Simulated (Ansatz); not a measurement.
# BFGaH3: shift of H6 from Ga2 to B1, part 2 of 2

Wanted: the energy profile along the shift of H6 from Ga2 to B1, from relaxed end points and a band of images. SMILES of the start: [BH2][GaH][F].

Ansatz 0.2.0; RKS PBE0/def2-SVP.

## 9. The band, image by image

The 4 inner images lie between the fixed ends 0 and 5. Energy is taken from image 0, and the path length is the program's own coordinate along the band.

```
image  path (Å)  energy (eV)  H6–Ga2 (Å)  H6–B1 (Å)  band force (eV/Å)
    0     0.000       0.0000        1.57       3.37                  -
    1     0.662       0.1527        1.57       3.00              0.003
    2     1.323       0.4721        1.62       2.50              0.015
    3     1.985       0.2907        1.81       1.78              0.036
    4     2.646      -0.9664        2.29       1.24              0.036
    5     3.307      -1.0047        2.58       1.22                  -
```

image, energy (eV) and a bar:
```
        0      0.000 ####################
        1      0.153 ########################
        2      0.472 ##############################
        3      0.291 ##########################
        4     -0.966 #
        5     -1.005
```

## 10. A trajectory let go at the top

It starts at the highest inner image of the first converged band: 200 steps of 0.5 fs at constant energy, with velocities drawn for 300 K.

input.yaml

```yaml
crystal:
  periodic: [false, false, false]
  atoms:
    - { symbol: B, position_ang: [-0.702405, 0.429228, -0.647847] }
    - { symbol: Ga, position_ang: [0.568131, -0.775988, 0.239475] }
    - { symbol: F, position_ang: [1.592487, -2.095076, 0.722023] }
    - { symbol: H, position_ang: [-1.79291, 0.517828, -0.14049] }
    - { symbol: H, position_ang: [-0.220535, 1.304706, -1.32304] }
    - { symbol: H, position_ang: [0.555232, 0.6193, 1.149878] }
basis:
  gaussian: { orbitals: def2-SVP }
hamiltonian:
  xc: pbe0
md:
  timestep: 0.5
  n_steps: 200
  ensemble: nve
  temperature: 300.0
  initial_velocities: maxwell_boltzmann
  seed: 9712
```

Launch:

```sh
$ ansatz run input.yaml --threads 1 --pin off --max-ram 2048MiB --backend cpu --events-out ev --progress --plain --runs-dir out
```

Standard output, shortened:

```text
Warning: RAYON_NUM_THREADS=1 ignored (pool sized by the plan → 1); use --threads N
[...]
Functional definition: PBE0
[...]
803 factors; integrals over basis functions are off by at most 3.8e-4 eV
[...]
mean field -55799.16435828 eV, -2050.5814681347 hartree, gradient 7.1e-6 eV, S^2 0.000000; 0 other end points of the search recorded, 0 dependent functions left out
[...]
reference -55799.16438564 eV, -2050.5814691402 hartree; 24, 24 occupied and 51, 51 virtual orbitals, 803 factors
[...]
md step    72: t =    36.00 fs  T =   187.3 K  F+E_penalty+E_count = -55799.10588414 eV  E_kin = 0.096840 eV  conserved = -55799.00904453 eV  (32 SCF iters)
[...]
md step    96: t =    48.00 fs  T =   270.4 K  F+E_penalty+E_count = -55799.14901670 eV  E_kin = 0.139803 eV  conserved = -55799.00921321 eV  (32 SCF iters)
md step    97: t =    48.50 fs  T =   276.0 K  F+E_penalty+E_count = -55799.15191386 eV  E_kin = 0.142692 eV  conserved = -55799.00922230 eV  (32 SCF iters)
```

## 11. The log goes on: dynamics from the highest image of the converged band

The log, continued, shortened:

```text
md step    98: t =    49.00 fs  T =   276.8 K  F+E_penalty+E_count = -55799.15230627 eV  E_kin = 0.143100 eV  conserved = -55799.00920592 eV  (32 SCF iters)
[...]
md step   123: t =    61.50 fs  T =   528.5 K  F+E_penalty+E_count = -55799.28233432 eV  E_kin = 0.273258 eV  conserved = -55799.00907618 eV  (32 SCF iters)
[...]
Atom 2 at     1.345155    -2.244949     0.243810 Å, force     0.119284     0.178587    -0.117403 eV/Å
Atom 3 at    -1.882165    -0.403936    -0.972606 Å, force    -0.226043     0.073273    -0.059675 eV/Å
Atom 4 at    -0.355166     0.638684    -2.013272 Å, force    -0.390490    -0.112303     0.205925 eV/Å
Atom 5 at     0.786243    -0.156070     1.902956 Å, force     0.340028     0.295115     0.417024 eV/Å
Dipole moment:    -0.198219     0.489288    -0.106936 e Å
```

Run time: 6.9 min. Hardware: 1 thread of Arm Neoverse V2, shared host; peak memory 0.16 GiB.

## 12. Frames and traces

The trajectory, every 8 steps (energies from step 0):

```
time (fs)  T (K)  potential energy change (meV/atom)  total energy change (meV/atom)  H6–Ga2 (Å)  H6–B1 (Å)
      0.0    300                                 0.0                            0.00        1.67       2.20
      4.0    198                                 8.8                            0.05        1.60       2.19
      8.0    143                                13.6                            0.03        1.63       2.23
     12.0     89                                18.2                            0.03        1.71       2.29
     16.0     66                                20.2                            0.05        1.72       2.31
     20.0    139                                13.9                            0.02        1.65       2.29
     24.0    155                                12.6                            0.04        1.59       2.28
     28.0    236                                 5.6                            0.03        1.63       2.35
     32.0    232                                 5.9                            0.03        1.70       2.45
     36.0    187                                 9.7                            0.03        1.70       2.50
     40.0    191                                 9.5                            0.03        1.62       2.50
     44.0    177                                10.7                            0.05        1.56       2.50
     48.0    270                                 2.6                            0.01        1.62       2.58
     52.0    248                                 4.6                            0.06        1.68       2.67
     56.0    390                                -7.8                            0.02        1.66       2.71
     60.0    510                               -18.0                            0.02        1.57       2.71
     64.0    569                               -23.2                            0.04        1.56       2.78
     68.0    647                               -29.9                            0.02        1.64       2.94
     72.0    696                               -34.1                            0.05        1.67       3.06
     76.0    880                               -49.9                            0.01        1.60       3.11
     80.0    930                               -54.2                            0.04        1.52       3.14
     84.0   1026                               -62.5                            0.02        1.58       3.26
     88.0   1053                               -64.9                            0.04        1.65       3.38
     92.0   1159                               -74.0                            0.00        1.61       3.39
     96.0   1105                               -69.3                            0.05        1.52       3.33
    100.0   1133                               -71.8                            0.02        1.54       3.34
```

time (fs), T (K) and a bar:
```
      0.0        300 ######
      4.5        188 ###
      8.5        137 ##
     13.0         68 
     17.5        106 #
     21.5        137 ##
     26.0        188 ###
     30.5        263 #####
     35.0        183 ###
     39.0        193 ###
     43.5        176 ###
     48.0        270 ######
     52.0        248 #####
     56.5        411 ##########
     61.0        523 #############
     65.0        598 ###############
     69.5        640 ################
     74.0        799 ####################
     78.5        921 ########################
     82.5        979 #########################
     87.0       1055 ############################
     91.5       1144 ##############################
     95.5       1118 #############################
    100.0       1133 ##############################
```

The last frame stands with the bonds of end A.

## 13. Dynamics from the top

It starts at the highest inner image of the first converged band: 200 steps of 0.5 fs at constant energy, with velocities drawn for 100 K.

input.yaml, as its differences from that of step 10:

```diff
@@ -17,4 +17,4 @@
   ensemble: nve
-  temperature: 300.0
+  temperature: 100.0
   initial_velocities: maxwell_boltzmann
-  seed: 9712
+  seed: 9713
```

Launch:

```sh
$ ansatz run input.yaml --threads 1 --pin off --max-ram 2048MiB --backend cpu --events-out ev --progress --plain --runs-dir out
```

Standard output, shortened:

```text
Warning: RAYON_NUM_THREADS=1 ignored (pool sized by the plan → 1); use --threads N
[...]
[... 1 set-up line as earlier in the session ...]
[...]
803 factors; integrals over basis functions are off by at most 3.8e-4 eV
[...]
mean field -55799.16435828 eV, -2050.5814681347 hartree, gradient 7.1e-6 eV, S^2 0.000000; 0 other end points of the search recorded, 0 dependent functions left out
[...]
reference -55799.16438564 eV, -2050.5814691402 hartree; 24, 24 occupied and 51, 51 virtual orbitals, 803 factors
[...]
md step    72: t =    36.00 fs  T =   144.3 K  F+E_penalty+E_count = -55799.18697852 eV  E_kin = 0.074589 eV  conserved = -55799.11238947 eV  (26 SCF iters)
[...]
md step    96: t =    48.00 fs  T =   273.7 K  F+E_penalty+E_count = -55799.25389338 eV  E_kin = 0.141529 eV  conserved = -55799.11236464 eV  (26 SCF iters)
md step    97: t =    48.50 fs  T =   285.0 K  F+E_penalty+E_count = -55799.25973286 eV  E_kin = 0.147341 eV  conserved = -55799.11239170 eV  (26 SCF iters)
```

## 14. More of the same log: dynamics from the highest image of the converged band

The log, continued, shortened:

```text
md step    98: t =    49.00 fs  T =   297.5 K  F+E_penalty+E_count = -55799.26623966 eV  E_kin = 0.153811 eV  conserved = -55799.11242861 eV  (26 SCF iters)
[...]
md step   123: t =    61.50 fs  T =   566.1 K  F+E_penalty+E_count = -55799.40510809 eV  E_kin = 0.292684 eV  conserved = -55799.11242441 eV  (27 SCF iters)
[...]
Atom 2 at     1.233770    -2.260974     0.186447 Å, force    -0.066239     0.099574     0.142076 eV/Å
Atom 3 at    -1.961250    -0.346460    -0.832130 Å, force     0.848200     0.181304    -0.176294 eV/Å
Atom 4 at    -0.403480     0.105569    -2.178049 Å, force    -0.057183     0.006793     0.342450 eV/Å
Atom 5 at     1.477948     0.104539     1.603760 Å, force    -0.139212    -0.026129     0.029607 eV/Å
Dipole moment:    -0.263764     0.471797     0.004842 e Å
```

It took 6.9 min on 1 thread of Arm Neoverse V2, shared host; peak memory 0.16 GiB.

## 15. What the atoms did

One step in 8; energies are changes from step 0:

```
time (fs)  T (K)  potential energy change (meV/atom)  total energy change (meV/atom)  H6–Ga2 (Å)  H6–B1 (Å)
      0.0    100                                 0.0                            0.00        1.67       2.20
      4.0     52                                 4.2                            0.05        1.67       2.22
      8.0     36                                 5.5                            0.05        1.67       2.23
     12.0     64                                 3.1                            0.01        1.65       2.23
     16.0     36                                 5.5                            0.07        1.65       2.25
     20.0     73                                 2.4                            0.03        1.66       2.28
     24.0     87                                 1.2                            0.03        1.66       2.33
     28.0     82                                 1.6                            0.07        1.66       2.38
     32.0    138                                -3.3                            0.02        1.64       2.45
     36.0    144                                -3.8                            0.04        1.63       2.53
     40.0    179                                -6.7                            0.05        1.63       2.63
     44.0    245                               -12.5                            0.02        1.63       2.73
     48.0    274                               -14.9                            0.05        1.61       2.81
     52.0    351                               -21.6                            0.04        1.59       2.87
     56.0    452                               -30.3                            0.02        1.59       2.94
     60.0    529                               -37.0                            0.04        1.61       3.00
     64.0    626                               -45.3                            0.03        1.60       3.04
     68.0    698                               -51.5                            0.04        1.59       3.08
     72.0    796                               -59.9                            0.03        1.58       3.12
     76.0    897                               -68.7                            0.03        1.59       3.19
     80.0    976                               -75.5                            0.03        1.59       3.25
     84.0   1034                               -80.5                            0.02        1.58       3.30
     88.0   1053                               -82.1                            0.05        1.56       3.35
     92.0   1101                               -86.2                            0.02        1.57       3.40
     96.0   1103                               -86.4                            0.03        1.58       3.44
    100.0   1065                               -83.1                            0.05        1.57       3.46
```

time (fs), T (K) and a bar:
```
      0.0        100 ##
      4.5         62 #
      8.5         26 
     13.0         68 #
     17.5         71 #
     21.5         52 #
     26.0        105 ##
     30.5        130 ###
     35.0        125 ###
     39.0        183 ####
     43.5        239 ######
     48.0        274 #######
     52.0        351 #########
     56.5        465 ############
     61.0        553 ###############
     65.0        642 #################
     69.5        732 ####################
     74.0        843 #######################
     78.5        955 ##########################
     82.5       1008 ###########################
     87.0       1046 #############################
     91.5       1100 ##############################
     95.5       1098 ##############################
    100.0       1065 #############################
```

The last frame stands with the bonds of end A.

## 16. Summary of results

This closing draws on all 2 parts.

```
                                quantity                                                                     value
                                   end A                                                   5 moves, 0.086 eV lower
                                   end B                                                   8 moves, 2.453 eV lower
            first band: barrier forwards                                                                   0.55 eV
           first band: barrier backwards                                                                   1.56 eV
first band: second end relative to first                                                                 -1.005 eV
               first band: highest image                                                     4 of 0 to 8, climbing
             first band: band iterations                                                                        13
              imaginary modes at the top                                                                 421i cm⁻¹
                             second band  top 0.472 eV above image 0, 10 iterations, 4 inner images, none climbing
             time, first and second band                                                          3.2 min and 90 s
       trajectory at 300 K, after 100 fs                                        with the bonds of end A, at 1133 K
       trajectory at 100 K, after 100 fs                                        with the bonds of end A, at 1065 K
```

In the first band: along this path the system climbs 0.55 eV from the first end (21 kT at 300 K). The second end lies 1.00 eV below the first, so the way back costs 1.56 eV. By distance, end A alone has Ga2–H6 and end B alone has B1–H6. One imaginary mode, as a first-order saddle point has. The second band's top lies 82 meV below the first's, as a band that doesn't climb stops under the top. Zero-point energy and entropy are left out. Tunnelling, which matters where hydrogen moves, is missing too.
